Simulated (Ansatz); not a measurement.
What does this script print? It uses Ansatz 0.2.0 through its Python package.

`fdcheck.py`
```python
# -*- coding: utf-8 -*-
'''Forces and pressure of LiMg3 against finite differences of the energy with displaced atoms.'''

import ansatz as az
import numpy as np

FUNCTIONAL = 'pbesol'
SMEARING = 'methfessel_paxton'
SIGMA = 0.1
CUTOFF = 540
MESH = (6, 6, 2)
TOLERANCE = 1e-09

VECTORS = np.array([
    [3.14617, 0.0, 0.0],
    [-1.57309, 2.72467, 0.0],
    [0.0, 0.0, 10.1216],
])
SITES = [
    ('Li', [0.59591, 0.26838, 0.498]),
    ('Mg', [0.69635, 0.32402, 0.01631]),
    ('Mg', [0.03673, 0.03475, 0.76252]),
    ('Mg', [0.94653, 0.97902, 0.22588]),
]


def build(cell):
    crystal = az.Crystal(lattice=az.Lattice.of(cell))
    for symbol, position in SITES:
        crystal = crystal.atom(symbol, position)
    return crystal


def main():
    def solve(crystal):
        return (
            crystal.calculation()
            .functional(FUNCTIONAL)
            .occupations(SMEARING, width=SIGMA)
            .basis(CUTOFF, xc_grid=2)
            .kpoints(*MESH)
            .scf(tolerance=TOLERANCE)
            .forces()
            .stress()
            .run(threads=1)
        ).report


    centre = solve(build(VECTORS))
    start = build(VECTORS)
    # move one atom both ways along a Cartesian axis
    print(f'force on atom 2 along x: analytic {centre["forces_ev_ang"][2][0]:.4f} eV/A')
    for h in (0.005, 0.02):
        shift = np.eye(3)[0] * h @ np.linalg.inv(VECTORS)
        plus, minus = (solve(start.move(2, to=np.array(SITES[2][1]) + sign * shift))['lagrangian_ev'] for sign in (1, -1))
        print(f'  step {h} A: numerical {-(plus - minus) / (2 * h):.4f} eV/A')
    # P = -dF/dV; the difference feels the change of the plane-wave count with the cell
    volume = abs(np.linalg.det(VECTORS))
    larger, smaller = (solve(build(VECTORS * (1 + sign * 0.005) ** (1 / 3)))['lagrangian_ev'] for sign in (1, -1))
    numerical = -(larger - smaller) / (0.01 * volume) * 160.21766
    print(f'pressure: analytic {np.trace(centre["stress_gpa"]) / 3:.3f}, numerical {numerical:.3f} GPa')


if __name__ == '__main__':
    main()
```

Running `python fdcheck.py` prints:
```text
DeckWarning: output.stress: scf.convergence.dr2_threshold = 1e-9 eV is looser than the 4e-10 eV advised for a printed stress (1e-10 eV for each atom of the cell: 4). What an SCF threshold leaves in a [...]
force on atom 2 along x: analytic -0.0273 eV/A
  step 0.005 A: numerical -0.0273 eV/A
  step 0.02 A: numerical -0.0273 eV/A
pressure: analytic 2.084, numerical 2.084 GPa
```
(Warnings from the package without file and line, shortened.)

Notes:
- The mesh is modest for a metal, so energies can be off by several to tens of meV an atom and pressures by half a GPa or more; differences at equal mesh fare better.
- Pressure is positive in compression.
- The cell is a database structure, distorted on purpose.
- The central difference errs as the square of the step, so the shorter step is the fairer test; what remains comes from the finite grid and the SCF threshold.
- Hardware and time: 57 s on 1 thread of Arm Neoverse V2, on a shared host, peak memory 0.42 GiB.
